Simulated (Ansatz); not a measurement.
**GePt: properties at the relaxed cell**

An exercise on one series of results from a longer session: the logs are not shown, and one member is left open.

Computed with Ansatz 0.2.0 (DFT PBE and PBEsol (the runs whose input is shown use PBEsol), scalar-relativistic, plane waves, PAW).

2 further runs of the same task are left out: 2 set aside as unsound or not needed.

### The system as given

The structure is orthorhombic, space group Pnma (No. 62). Conventional cell: a = 5.829 Å, b = 3.744 Å, c = 6.189 Å, α = 90.00°, β = 90.00°, γ = 90.00°. Around Ge (site symmetry m) lie 6 Pt at 2.51 to 2.70 Å. Around Pt (site symmetry m) lie 6 Ge at 2.51 to 2.70 Å.

Coordinates:

```
CELL_PARAMETERS angstrom
5.82882 0.00000 0.00000
0.00000 3.74384 0.00000
0.00000 0.00000 6.18917
ATOMIC_POSITIONS crystal
Ge 0.18671 0.25000 0.58748
Ge 0.31329 0.75000 0.08748
Ge 0.68671 0.25000 0.91252
Ge 0.81329 0.75000 0.41252
Pt 0.99813 0.25000 0.19298
Pt 0.50187 0.75000 0.69298
Pt 0.49813 0.25000 0.30702
Pt 0.00187 0.75000 0.80702
```

This cell was relaxed beforehand with the same method: volume 16.88 Å³/atom, gap on the mesh none (metal).

Set-up of the first run:

input.yaml

```yaml
crystal:
  lattice:
    - [5.8288208283, 0.0, 0.0]
    - [0.0, 3.7438359841, 0.0]
    - [0.0, 0.0, 6.1891704888]
  atoms:
    - { symbol: Ge, position: [0.1867147238, 0.25, 0.5874793403] }
    - { symbol: Ge, position: [0.3132852762, 0.75, 0.0874793403] }
    - { symbol: Ge, position: [0.6867147238, 0.25, 0.9125206597] }
    - { symbol: Ge, position: [0.8132852762, 0.75, 0.4125206597] }
    - { symbol: Pt, position: [0.9981256436, 0.25, 0.1929797754] }
    - { symbol: Pt, position: [0.5018743564, 0.75, 0.6929797754] }
    - { symbol: Pt, position: [0.4981256436, 0.25, 0.3070202246] }
    - { symbol: Pt, position: [0.0018743564, 0.75, 0.8070202246] }
basis:
  ecutwfc: 420
kpoints:
  mp_grid: { grid: [6, 10, 6] }
hamiltonian:
  xc: pbesol
scf:
  occupations: { method: gaussian, width: 0.1 }
output:
  forces: true
  stress: true
  eigenvalues: true
relax:
  adjacent_minimum: "off"
  f_tol: 0.005
  max_steps: 50
  cell: { stress_tol: 0.05 }
```

Command:

```console
$ ansatz run input.yaml --threads 4 --pin off --max-ram 10240MiB --backend cpu --events-out ev --progress --plain --runs-dir out
```

Among the steps run: Relaxing with PBEsol; Relaxing with PBE+D3(BJ); The cell under LDA; Relaxing with r2SCAN.

One table of the session follows, with a row left open; its other results are not shown here.

It belongs to the step «Relaxed cells side by side». 

```
functional  a (Å)  b (Å)  c (Å)  volume (Å³/atom)
       PBE  5.829  3.744  6.189             16.88
    PBEsol  5.740  3.701  6.092             16.18
PBE+D3(BJ)      ?      ?      ?                 ?
       LDA  5.704  3.676  6.046             15.85
    r2SCAN  5.776  3.705  6.139             16.42
```

Q: Estimate the row for PBE+D3(BJ) from the others.

**Answer.** a (Å): 5.766; b (Å): 3.698; c (Å): 6.111; volume (Å³/atom): 16.29. In the column «a (Å)» it lies between PBEsol (5.740) and r2SCAN (5.776).
